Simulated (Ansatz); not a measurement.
**C₃H₁₀ClGaOSi: a ladder of functionals and wavefunction methods**

The task here is to estimate one member of a computed series from the others.

Computed with Ansatz 0.2.0, Gaussian basis. Level: functionals in def2-TZVPP, the program's frozen cores in correlated methods.

The runs, in order: LDA (SPW92), PBE-D4, revPBE-D4, BLYP-D4, r2SCAN-D4, B97M-V, PBE0-D4, B3LYP-D4, r2SCANh-D4, r2SCAN0-D4, HSE06-D4, BHLYP-D4, CAM-B3LYP-D4, LC-ωPBE, ωB97X-V, ωB97M-V, B2PLYP, PBE-QIDH; CCSD(T)/def2-SVP; CCSD(T)/def2-TZVPP; MP2/def2-QZVPP; extrapolation to the limit; RPA on PBE.

1 further run of the same task is left out (it didn't finish).

### The geometry

An earlier PBE0-D4 in a triple-zeta def2 set relaxation fixed the geometry.

SMILES `C[CH](C)[Ga]([Cl])[O][SiH3]`, 17 atoms, charge 0, spin multiplicity 1.

Atoms are counted from 1 here; the program's logs count them from 0.

Bond lengths: C1–C2 1.525 Å, C1–H8 1.092 Å, C1–H9 1.095 Å, C1–H10 1.094 Å, C2–C3 1.523 Å, C2–Ga4 1.965 Å, C2–H11 1.098 Å, C3–H12 1.095 Å, C3–H13 1.093 Å, C3–H14 1.092 Å, Ga4–Cl5 2.153 Å, Ga4–O6 1.777 Å, O6–Si7 1.636 Å, Si7–H15 1.487 Å, Si7–H16 1.489 Å, Si7–H17 1.489 Å. Angles: C2–C1–H8 112.3°, C2–C1–H9 110.2°, C2–C1–H10 111.6°, H8–C1–H9 107.9°, H8–C1–H10 107.6°, H9–C1–H10 107.1°, C1–C2–C3 112.7°, C1–C2–Ga4 110.9°, C1–C2–H11 108.4°, C3–C2–Ga4 112.0°, C3–C2–H11 108.6°, Ga4–C2–H11 103.8°, C2–C3–H12 110.3°, C2–C3–H13 111.6°, C2–C3–H14 112.3°, H12–C3–H13 107.2°, H12–C3–H14 107.9°, H13–C3–H14 107.4° and more.

The first run:

in.yaml

```yaml
crystal:
  periodic: [false, false, false]
  atoms:
    - {symbol: C, position_ang: [1.297987, -0.871262, 1.315500]}
    - {symbol: C, position_ang: [0.774693, -1.151930, -0.089408]}
    - {symbol: C, position_ang: [1.893060, -1.326541, -1.108293]}
    - {symbol: Ga, position_ang: [-0.516999, 0.222040, -0.642473]}
    - {symbol: Cl, position_ang: [-0.783011, 0.895186, -2.669808]}
    - {symbol: O, position_ang: [-1.597781, 1.034451, 0.511095]}
    - {symbol: Si, position_ang: [-2.762850, 2.181264, 0.454016]}
    - {symbol: H, position_ang: [0.491651, -0.753324, 2.042293]}
    - {symbol: H, position_ang: [1.937160, -1.694329, 1.653031]}
    - {symbol: H, position_ang: [1.904004, 0.038701, 1.344116]}
    - {symbol: H, position_ang: [0.179337, -2.073501, -0.060411]}
    - {symbol: H, position_ang: [2.548744, -2.153166, -0.814195]}
    - {symbol: H, position_ang: [2.515160, -0.430114, -1.179923]}
    - {symbol: H, position_ang: [1.512634, -1.540843, -2.109116]}
    - {symbol: H, position_ang: [-3.257915, 2.410430, 1.836872]}
    - {symbol: H, position_ang: [-3.903939, 1.749232, -0.398986]}
    - {symbol: H, position_ang: [-2.231936, 3.463705, -0.084320]}
basis:
  gaussian: {orbitals: def2-TZVPP}
hamiltonian: {xc: lda}
output: {orbitals: {seedname: orbitals}}
```

Command:

```bash
$ ansatz run in.yaml --threads 2 --pin off --events-out ev --progress --plain --max-ram 22528MiB --backend cuda --devices 0, --max-vram 18GiB
```

Steps of the session up to this table: LDA; PBE-D4 (GGA); revPBE-D4 (GGA); BLYP-D4 (GGA); r2SCAN-D4 (meta-GGA); B97M-V (meta-GGA); B3LYP-D4 (hybrid); r2SCANh-D4 (hybrid); r2SCAN0-D4 (hybrid); HSE06-D4 (hybrid); BHLYP-D4 (hybrid); CAM-B3LYP-D4 (range-separated); LC-ωPBE (range-separated); ωB97X-V (range-separated); ωB97M-V (range-separated); B2PLYP (double hybrid); PBE-QIDH (double hybrid).

One table of the session follows, with a row left open; its other results are not shown here.

It belongs to the step «Frontier levels by functional». 

| functional | HOMO (eV) | gap (eV) |
| --- | --- | --- |
| LDA (SPW92) | -7.08 | 5.06 |
| PBE-D4 | ? | ? |
| revPBE-D4 | -6.87 | 5.31 |
| BLYP-D4 | -6.81 | 5.18 |
| r2SCAN-D4 | -7.18 | 5.72 |
| B97M-V | -7.27 | 5.60 |
| PBE0-D4 | -8.13 | 7.23 |
| B3LYP-D4 | -7.93 | 6.76 |
| r2SCANh-D4 | -7.62 | 6.44 |
| r2SCAN0-D4 | -8.29 | 7.53 |
| HSE06-D4 | -7.73 | 6.46 |
| BHLYP-D4 | -9.23 | 9.10 |
| CAM-B3LYP-D4 | -9.45 | 9.44 |
| LC-ωPBE | -10.75 | 11.96 |
| ωB97X-V | -10.41 | 11.42 |
| ωB97M-V | -10.29 | 11.04 |

Q: Estimate the row for PBE-D4 from the others.

**Answer.** HOMO (eV): -6.93; gap (eV): 5.23. In the column «HOMO (eV)» it lies between LDA (SPW92) (-7.08) and revPBE-D4 (-6.87).
